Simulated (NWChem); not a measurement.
# AsH3 (arsine): PBE0/pcseg-0

What is the electronic atomisation energy of AsH3 (arsine) at PBE0/pcseg-0? 

The calculation is run with NWChem 7.3.0.

### Step 1. The molecule

The species is AsH3 (4 atoms), meant as a singlet with charge 0. As SMILES, `[AsH3]`. The coordinates come from a PBE0-D4/def2-TZVP relaxation.

Bond lengths: As1–H2 1.522 Å, As1–H3 1.522 Å, As1–H4 1.522 Å. Angles: H2–As1–H3 92.0°, H2–As1–H4 92.0°, H3–As1–H4 92.0°.

### Step 2. A single-point energy at PBE0/pcseg-0

Contents of mymol.nw:

```
start mymol
title "AsH3 PBE0"
memory total 2200 mb
geometry units angstrom noautosym nocenter noautoz
   As   -0.215800    0.487600   -0.346000
   H     0.349900    0.630300    1.059400
   H    -1.068000   -0.705500    0.061100
   H     0.933900   -0.412500   -0.774500
end
basis "ao basis" spherical bse
   * library pcseg-0
end
dft
   xc pbe0
   grid fine
   convergence energy 1e-08
   iterations 100
   mulliken
   print low
end
task dft
```

Started as:

```sh
$ nwchem mymol.nw > mymol.out
```

Log:

```text
[...]
 d= 0,ls=0.0,diis     1  -2234.5981832292 -2.27D+03  1.59D-02  1.03D-01     0.3
[...]
 d= 0,ls=0.0,diis     7  -2234.6109215087 -1.46D-11  7.50D-08  1.57D-13     1.2
         Total DFT energy =    -2234.610921508686
      One electron energy =    -3183.092591810318
           Coulomb energy =      997.098940073123
    Exchange-Corr. energy =      -83.770450254347
 Nuclear repulsion energy =       35.153180482855
[...]
      Total Density - Mulliken Population Analysis
     ---------------------------------------------
    Atom       Charge   Shell Charges
 -----------   ------   -------------------------------------------------------
    1 As  33    33.11   2.00  2.00  2.00  1.06  0.88  5.99  5.76  1.05  2.38  9.99
    2 H    1     0.96   0.55  0.42
    3 H    1     0.96   0.55  0.42
    4 H    1     0.96   0.55  0.42
[...]
```

Wall time 1.8 s (1 thread of Intel Xeon 6975P-C (Granite Rapids), shared host); peak memory 0.11 GiB.

### Step 3. The As atom at the same level

Contents of calc.nw:

```
echo
start calc
title "As energy"
memory total 2200 mb

geometry units atomic noautosym nocenter noautoz
 As   0.00000000   0.00000000   0.00000000
end

basis spherical bse
 As library pcseg-0
end

dft
 xc pbe0
 mult 4
 grid fine
 convergence energy 1e-08
 maxiter 100
 mulliken
 print low
end

task dft energy
```

Run the same way, it converges to -2232.80495 Eh (log not shown).

### Step 4. The H atom

Contents of run.nw:

```
echo
start run
memory stack 880 mb heap 220 mb global 1100 mb

geometry noautosym nocenter noautoz
H        0.000000       0.000000       0.000000
end

basis spherical bse
* library pcseg-0
end

dft
xc pbe0
mult 2
grid fine
convergence energy 1e-08
maxiter 100
mulliken
print low
end

task dft energy
```

Run the same way, it converges to -0.49796 Eh (log not shown).

### Step 5. Outcome

At PBE0/pcseg-0:

| quantity | value |
| --- | --- |
| molecule: total energy | -2234.61092 Eh |
| As atom: total energy | -2232.80495 Eh |
| As atom: ⟨S²⟩ | 3.750 |
| H atom: total energy | -0.49796 Eh |
| H atom: ⟨S²⟩ | 0.750 |
| electronic atomisation energy | 8.492 eV |

Taking the molecule apart into free atoms costs 8.49 eV (196 kcal/mol), before zero-point energy and without spin-orbit coupling. The basis has no polarisation functions, which makes bonds too weak.
